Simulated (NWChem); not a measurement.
# C2H5ClSi (SMILES ClC1C[SiH2]1) at HF/3-21G

Wanted: a geometry optimisation of C2H5ClSi. 

The calculation is run with NWChem 7.3.0.

### 1 The molecule

The species is C2H5ClSi (9 atoms), meant as a singlet with charge 0. As SMILES, `ClC1C[SiH2]1`. The shape is that of a PBE0-D4/def2-TZVP optimisation. The run starts from this shape.

Bond lengths: Cl1–C2 1.761 Å, C2–C3 1.532 Å, C2–Si4 1.855 Å, C3–Si4 1.853 Å, C2–H5 1.084 Å, C3–H6 1.086 Å, C3–H7 1.085 Å, Si4–H8 1.475 Å, Si4–H9 1.478 Å. Some angles: Cl1–C2–C3 117.2°, Cl1–C2–Si4 122.4°, C3–C2–Si4 65.5°, C2–C3–Si4 65.7°, C2–Si4–C3 48.8°, Cl1–C2–H5 110.3°, C3–C2–H5 115.4°, Si4–C2–H5 119.3°, C2–C3–H6 115.0°, C2–C3–H7 116.2°.

### 2 A structure relaxation at HF/3-21G

File a.nw:

```
start a
title "C2H5ClSi hf"
memory 2200 mb
geometry
  Cl      -0.610200      -0.416600      -2.254300
  C       -0.442600       0.373500      -0.689900
  C        0.930400       0.305100      -0.014300
  Si      -0.417500      -0.575100       0.903900
  H       -0.899600       1.356600      -0.714500
  H        1.659300      -0.322300      -0.518200
  H        1.345700       1.248900       0.324100
  H       -0.452800      -2.048100       0.838700
  H       -1.023900       0.031800       2.107300
end
basis spherical bse
  Cl library 3-21G
  C library 3-21G
  Si library 3-21G
  H library 3-21G
end
scf
  thresh 1e-07
  maxiter 80
  print low
end
driver
  maxiter 60
end
freq
  temp 3 298.15 400 700
end
task scf optimize
task scf frequencies
```

Run with:

```bash
$ nwchem a.nw > a.out
```

Standard output:

```text
Northwest Computational Chemistry Package (NWChem) 7.3.0
             --------------------------------------------------------

           Job information
           ---------------

    nwchem branch   = 7.3.0
    use scalapack   = T
    input           = a.nw
    prefix          = a.
    data base       = ./a.db
    status          = startup
    nproc           =        1

           Memory information
           ------------------

    heap     =     72089594 doubles =      550.0 Mbytes
    stack    =     72089599 doubles =      550.0 Mbytes
    global   =    144179200 doubles =     1100.0 Mbytes (distinct from heap & stack)
    total    =    288358393 doubles =     2200.0 Mbytes
    verify   = yes
    hardfail = no

           Directory information
           ---------------------

  0 permanent = .
  0 scratch   = .

                                NWChem Input Module
                                -------------------

                                    C2H5ClSi hf
                                    -----------

 Scaling coordinates for geometry "geometry" by  1.889725989
 (inverse scale =  0.529177249)

 C1  symmetry detected

          ------
          auto-z
          ------
  no constraints, skipping    0.0000000000000000
  no constraints, skipping    0.0000000000000000

                             Geometry "geometry" -> ""
                             -------------------------

 Output coordinates in angstroms (scale by  1.889725989 to convert to a.u.)

  No.       Tag          Charge          X              Y              Z
 ---- ---------------- ---------- -------------- -------------- --------------
    1 Cl                  17.0000    -0.19511581    -1.70677233     0.08795989
    2 C                    6.0000     0.23818532    -0.13325284    -0.57232919
    3 C                    6.0000     1.19376270     0.73363481     0.25327399
[... 5 lines of this table left out ...]
    9 H                    1.0000    -0.74886302     2.54994015    -0.89668609

      Atomic Mass
      -----------

      Cl                34.968850
      C                 12.000000
      Si                27.976930
      H                  1.007825

 Effective nuclear repulsion energy (a.u.)     202.0129216530

            Nuclear Dipole moment (a.u.)
            ----------------------------
        X                 Y               Z
 ---------------- ---------------- ----------------
     0.0000000000    -0.0000000000     0.0000000000

                                Z-matrix (autoz)
                                --------

 Units are Angstrom for bonds and degrees for angles

      Type          Name      I     J     K     L     M      Value
      ----------- --------  ----- ----- ----- ----- ----- ----------
    1 Stretch                  1     2                       1.76060
    2 Stretch                  2     3                       1.53175
    3 Stretch                  2     4                       1.85490
    4 Stretch                  2     5                       1.08441
    5 Stretch                  3     4                       1.85329
    6 Stretch                  3     6                       1.08574
    7 Stretch                  3     7                       1.08524
    8 Stretch                  4     8                       1.47486
    9 Stretch                  4     9                       1.47791
   10 Bend                     1     2     3               117.20685
   11 Bend                     1     2     4               122.36240
   12 Bend                     1     2     5               110.27758
   13 Bend                     2     3     4                65.65720
   14 Bend                     2     3     6               115.01556
   15 Bend                     2     3     7               116.21358
   16 Bend                     2     4     3                48.79571
   17 Bend                     2     4     8               118.19318
   18 Bend                     2     4     9               118.95231
   19 Bend                     3     2     4                65.54709
   20 Bend                     3     2     5               115.35602
   21 Bend                     3     4     8               118.02419
   22 Bend                     3     4     9               120.45122
   23 Bend                     4     2     5               119.26302
   24 Bend                     4     3     6               116.34387
   25 Bend                     4     3     7               122.47114
   26 Bend                     6     3     7               112.97631
   27 Bend                     8     4     9               115.86829
   28 Torsion                  1     2     3     4        -115.30246
   29 Torsion                  1     2     3     6          -6.25427
   30 Torsion                  1     2     3     7         128.97181
   31 Torsion                  1     2     4     3         107.84521
   32 Torsion                  1     2     4     8           4.00518
   33 Torsion                  1     2     4     9        -145.56944
   34 Torsion                  2     3     4     8         104.20151
   35 Torsion                  2     3     4     9        -103.39255
   36 Torsion                  2     4     3     6        -107.09068
   37 Torsion                  2     4     3     7         106.66419
[... 182 lines left out ...]
         Total SCF energy =   -822.842278620407
[... 22 lines left out ...]
@    0    -822.84227862  0.0D+00  0.04152  0.00691  0.00000  0.00000      4.1
[... 49 lines left out ...]
 Nuclear repulsion energy =    198.971726768182
[... 72 lines left out ...]
         Total SCF energy =   -822.846980747831
[... 66 lines left out ...]
       Final RHF  results
[... 10 lines left out ...]
     step= 1.00 grad=-5.5D-04 hess= 1.8D-04 energy=   -822.847357 mode=downhill
[... 68 lines left out ...]
      One-electron energy =  -1528.116425776846
[... 68 lines left out ...]
         Total SCF energy =   -822.847530658349
[... 8 lines left out ...]
 new step= 2.11                   predicted energy=   -822.847575
[... 68 lines left out ...]
      Two-electron energy =    508.625895742842
[... 68 lines left out ...]
      One-electron energy =  -1528.787242317481
[... 44 lines left out ...]
            Nuclear Dipole moment (a.u.)
[... 32 lines left out ...]
 Nuclear repulsion energy =    197.451773754716
[... 68 lines left out ...]
      Two-electron energy =    509.057295630313
[... 70 lines left out ...]
       Final RHF  results
[... 25 lines left out ...]
@    5    -822.84768379 -3.9D-05  0.00094  0.00020  0.01024  0.02485     31.4
[... 50 lines left out ...]
 Nuclear repulsion energy =    197.358119092077
[... 72 lines left out ...]
         Total SCF energy =   -822.847721355494
[... 67 lines left out ...]
       Final RHF  results
[... 10 lines left out ...]
     step= 1.00 grad=-2.0D-05 hess= 6.9D-06 energy=   -822.847734 mode=downhill
[... 68 lines left out ...]
      One-electron energy =  -1529.630094222872
[... 69 lines left out ...]
         Total SCF energy =   -822.847739689607
[... 8 lines left out ...]
 new step= 2.70                   predicted energy=   -822.847742
[... 68 lines left out ...]
      Two-electron energy =    509.172651387316
[... 64 lines left out ...]
      One-electron energy =  -1529.547402975258
[... 44 lines left out ...]
            Nuclear Dipole moment (a.u.)
[... 32 lines left out ...]
 Nuclear repulsion energy =    197.526821229764
[... 64 lines left out ...]
      Two-electron energy =    509.182406228124
[... 66 lines left out ...]
       Final RHF  results
[... 25 lines left out ...]
@   10    -822.84774366 -2.9D-07  0.00008  0.00002  0.00065  0.00141     56.9
[... 155 lines left out ...]
       Final RHF  results
[... 16 lines left out ...]
 stpr_wrt_fd_dipole: overwrite of existing file./a.fd_ddipole
[... 40 lines left out ...]
 d_dipole_x/<atom=   1,x> =    -0.2382     [   -1.1441]
[... 4 lines left out ...]
 d_dipole_x/<atom=   2,z> =    -0.0317     [   -0.1520]
[... 4 lines left out ...]
 d_dipole_x/<atom=   4,y> =     0.1752     [    0.8413]
[... 4 lines left out ...]
 d_dipole_x/<atom=   6,x> =     0.0245     [    0.1175]
[... 4 lines left out ...]
 d_dipole_x/<atom=   7,z> =     0.0554     [    0.2663]
[... 4 lines left out ...]
 d_dipole_x/<atom=   9,y> =     0.0444     [    0.2131]
[... 5 lines left out ...]
 d_dipole_y/<atom=   1,z> =     0.2197     [    1.0550]
[... 4 lines left out ...]
 d_dipole_y/<atom=   3,y> =    -0.0391     [   -0.1878]
[... 4 lines left out ...]
 d_dipole_y/<atom=   5,x> =    -0.0005     [   -0.0024]
[... 4 lines left out ...]
 d_dipole_y/<atom=   6,z> =     0.0236     [    0.1136]
[... 4 lines left out ...]
 d_dipole_y/<atom=   8,y> =    -0.2559     [   -1.2290]
[... 5 lines left out ...]
 Z vector of derivative dipole (au) [debye/angstrom]
[... 4 lines left out ...]
 d_dipole_z/<atom=   2,y> =    -0.2506     [   -1.2038]
[... 4 lines left out ...]
 d_dipole_z/<atom=   4,x> =     0.0729     [    0.3500]
[... 4 lines left out ...]
 d_dipole_z/<atom=   5,z> =    -0.0084     [   -0.0401]
[... 4 lines left out ...]
 d_dipole_z/<atom=   7,y> =    -0.0047     [   -0.0228]
[... 4 lines left out ...]
 d_dipole_z/<atom=   9,x> =     0.0272     [    0.1307]
[... 129 lines left out ...]
          MASS-WEIGHTED PROJECTED HESSIAN (Hartree/Bohr/Bohr/Kamu)
[... 11 lines left out ...]
              11           12           13           14           15           16           17           18           19           20
   ----- ----- ----- ----- -----
   11    1.16242D+01
   12   -2.32865D+00  1.07569D+01
   13   -3.06102D-01  2.57262D+00  6.39933D+01
   14    2.71836D-01 -1.87359D+00 -5.16561D+00  6.24110D+01
[... 12 lines of this table left out ...]
   27    1.57668D+01 -1.76832D+01 -1.26000D+00  1.01960D+00  1.29997D-01 -9.28497D-01  8.03368D-01  8.04406D-01 -2.06164D-01  3.13471D-01

              21           22           23           24           25           26           27
   ----- ----- ----- ----- -----
   21    1.35984D+02
   22    7.42847D-01  9.55892D+01
   23   -3.98239D-01  7.44852D+00  2.21362D+01
   24    4.29648D-01 -9.18506D+01 -1.42156D+01  1.26181D+02
   25   -2.08772D-02  3.02940D+00 -6.73342D+00  5.42006D+00  2.45143D+01
   26    4.66423D-01  1.93682D-01  1.05935D+00  4.22263D-01 -2.26409D+01  1.23246D+02
   27    9.18199D-01 -2.05806D+00  7.91299D+00 -4.78788D+00  1.45067D+01 -8.84011D+01  9.26748D+01

 center of mass
 --------------
 x =  -0.06718431 y =  -0.14568840 z =   0.04634234

 moments of inertia (a.u.)
 ------------------
         700.793953998296          -5.393423113233           3.170108304889
          -5.393423113233         178.047553110565          10.956920775238
           3.170108304889          10.956920775238         790.130926444350

 Rotational Constants
 --------------------
 A=   0.338594 cm-1  (  0.487150 K)
 B=   0.085909 cm-1  (  0.123601 K)
 C=   0.076161 cm-1  (  0.109576 K)

 Temperature                      =   298.15K
 frequency scaling parameter      =   1.0000

 Zero-Point correction to Energy  =   40.574 kcal/mol  (  0.064658 au)
 Thermal correction to Energy     =   43.641 kcal/mol  (  0.069547 au)
 Thermal correction to Enthalpy   =   44.233 kcal/mol  (  0.070491 au)

 Total Entropy                    =   72.068 cal/mol-K
   - Translational                =   39.451 cal/mol-K (mol. weight =  91.9849)
   - Rotational                   =   26.079 cal/mol-K (symmetry #  =        1)
   - Vibrational                  =    6.538 cal/mol-K

 Cv (constant volume heat capacity) =   17.369 cal/mol-K
   - Translational                  =    2.979 cal/mol-K
   - Rotational                     =    2.979 cal/mol-K
   - Vibrational                    =   11.410 cal/mol-K

 Temperature                      =   400.00K
 frequency scaling parameter      =   1.0000

 Zero-Point correction to Energy  =   40.574 kcal/mol  (  0.064658 au)
 Thermal correction to Energy     =   45.664 kcal/mol  (  0.072770 au)
 Thermal correction to Enthalpy   =   46.458 kcal/mol  (  0.074036 au)

 Total Entropy                    =   78.453 cal/mol-K
   - Translational                =   40.911 cal/mol-K (mol. weight =  91.9849)
   - Rotational                   =   26.954 cal/mol-K (symmetry #  =        1)
   - Vibrational                  =   10.588 cal/mol-K

 Cv (constant volume heat capacity) =   22.187 cal/mol-K
   - Translational                  =    2.979 cal/mol-K
   - Rotational                     =    2.979 cal/mol-K
   - Vibrational                    =   16.228 cal/mol-K

 Temperature                      =   700.00K
 frequency scaling parameter      =   1.0000

 Zero-Point correction to Energy  =   40.574 kcal/mol  (  0.064658 au)
 Thermal correction to Energy     =   53.844 kcal/mol  (  0.085806 au)
 Thermal correction to Enthalpy   =   55.235 kcal/mol  (  0.088022 au)

 Total Entropy                    =   94.587 cal/mol-K
   - Translational                =   43.689 cal/mol-K (mol. weight =  91.9849)
   - Rotational                   =   28.622 cal/mol-K (symmetry #  =        1)
   - Vibrational                  =   22.275 cal/mol-K

 Cv (constant volume heat capacity) =   31.320 cal/mol-K
   - Translational                  =    2.979 cal/mol-K
   - Rotational                     =    2.979 cal/mol-K
   - Vibrational                    =   25.361 cal/mol-K

          -------------------------------------------------
          NORMAL MODE EIGENVECTORS IN CARTESIAN COORDINATES
          -------------------------------------------------
             (Projected Frequencies expressed in cm-1)

                    1           2           3           4           5           6

 P.Frequency       -0.00       -0.00        0.00        0.00        0.00        0.00

           1     0.00032    -0.00116    -0.02978     0.14784     0.00107     0.03021
[... 25 lines of this table left out ...]
          27     0.00256     0.06612     0.00270     0.01412    -0.23097    -0.01143

                    7           8           9          10          11          12

 P.Frequency      188.39      328.56      476.53      525.51      666.82      683.48

           1     0.03238    -0.05640    -0.01606    -0.00853    -0.01591    -0.00700
[... 25 lines of this table left out ...]
          27    -0.15759    -0.06665     0.10727     0.36199    -0.27813    -0.25147

                   13          14          15          16          17          18

 P.Frequency      718.65      778.30      881.93      957.93     1047.61     1069.39

           1    -0.00264    -0.00353     0.00067     0.00282     0.00325     0.00472
[... 25 lines of this table left out ...]
          27     0.23807     0.17121    -0.06666     0.32868    -0.11829    -0.14520

                   19          20          21          22          23          24

 P.Frequency     1171.44     1203.78     1335.88     1568.69     2344.94     2372.10

           1     0.00019    -0.00213    -0.00312     0.00019    -0.00004    -0.00009
[... 25 lines of this table left out ...]
          27     0.00278    -0.02599     0.00297    -0.00013    -0.59231     0.19153

                   25          26          27

 P.Frequency     3297.61     3380.77     3396.98

           1     0.00004    -0.00004     0.00003
[... 25 lines of this table left out ...]
          27    -0.00140     0.00224    -0.00210

 ----------------------------------------------------------------------------
 Normal Eigenvalue ||    Projected Derivative Dipole Moments (debye/angs)
  Mode   [cm**-1]  ||      [d/dqX]             [d/dqY]           [d/dqZ]
 ------ ---------- || ------------------ ------------------ -----------------
    1       -0.000 ||       0.057               0.007             0.084
    2       -0.000 ||       0.013               0.032             0.184
    3        0.000 ||       0.028              -0.008            -0.020
[... 23 lines of this table left out ...]
   27     3396.985 ||      -0.051              -0.089             0.061
 ----------------------------------------------------------------------------

 ----------------------------------------------------------------------------
 Normal Eigenvalue ||           Projected Infra Red Intensities
  Mode   [cm**-1]  || [atomic units] [(debye/angs)**2] [(KM/mol)] [arbitrary]
 ------ ---------- || -------------- ----------------- ---------- -----------
    1       -0.000 ||    0.000449           0.010         0.438       0.168
    2       -0.000 ||    0.001515           0.035         1.477       0.566
    3        0.000 ||    0.000055           0.001         0.054       0.021
[... 23 lines of this table left out ...]
   27     3396.985 ||    0.000614           0.014         0.598       0.229
 ----------------------------------------------------------------------------

 vib:animation  F

 Task  times  cpu:       10.6s     wall:       10.6s
 Total times  cpu:       67.5s     wall:       67.5s
```

Run time: 68 s. Hardware: 1 thread of Intel Xeon Platinum 8259CL at 2.50GHz (Skylake/Cascade Lake), shared host; peak memory 0.11 GiB.

Step by step:

```csv
step,energy from the first frame kept (eV)
0,0.0000
1,-0.1280
2,-0.1398
3,-0.1441
4,-0.1460
5,-0.1471
6,-0.1481
7,-0.1485
8,-0.1487
9,-0.1487
10,-0.1487
```

After the run. Bond lengths: Cl1–C2 1.867 Å, C2–C3 1.545 Å, C2–Si4 1.888 Å, C3–Si4 1.900 Å, C2–H5 1.070 Å, C3–H6 1.075 Å, C3–H7 1.076 Å, Si4–H8 1.470 Å, Si4–H9 1.474 Å. Some angles: Cl1–C2–C3 114.6°, Cl1–C2–Si4 119.0°, C3–C2–Si4 66.3°, C2–C3–Si4 65.6°, C2–Si4–C3 48.1°, Cl1–C2–H5 108.5°, C3–C2–H5 118.0°, Si4–C2–H5 124.5°, C2–C3–H6 115.5°, C2–C3–H7 115.3°.

### 3 Results

At HF/3-21G:

| quantity | value |
| --- | --- |
| total energy at the end | -822.84774 Eh |
| lowest harmonic wavenumber | 188 cm⁻¹ |
| highest harmonic wavenumber | 3397 cm⁻¹ |
| zero-point energy | 169.8 kJ/mol |

What this shows: At the final geometry: Bond lengths: Cl1–C2 1.867 Å, C2–C3 1.545 Å, C2–Si4 1.888 Å, C3–Si4 1.900 Å, C2–H5 1.070 Å, C3–H6 1.075 Å, C3–H7 1.076 Å, Si4–H8 1.470 Å, Si4–H9 1.474 Å. Some angles: Cl1–C2–C3 114.6°, Cl1–C2–Si4 119.0°, C3–C2–Si4 66.3°, C2–C3–Si4 65.6°, C2–Si4–C3 48.1°, Cl1–C2–H5 108.5°, C3–C2–H5 118.0°, Si4–C2–H5 124.5°, C2–C3–H6 115.5°, C2–C3–H7 115.3°. All 21 modes are real, so the shape is a minimum at this level. The optimisation took 11 steps and changed the energy by -0.149 eV.
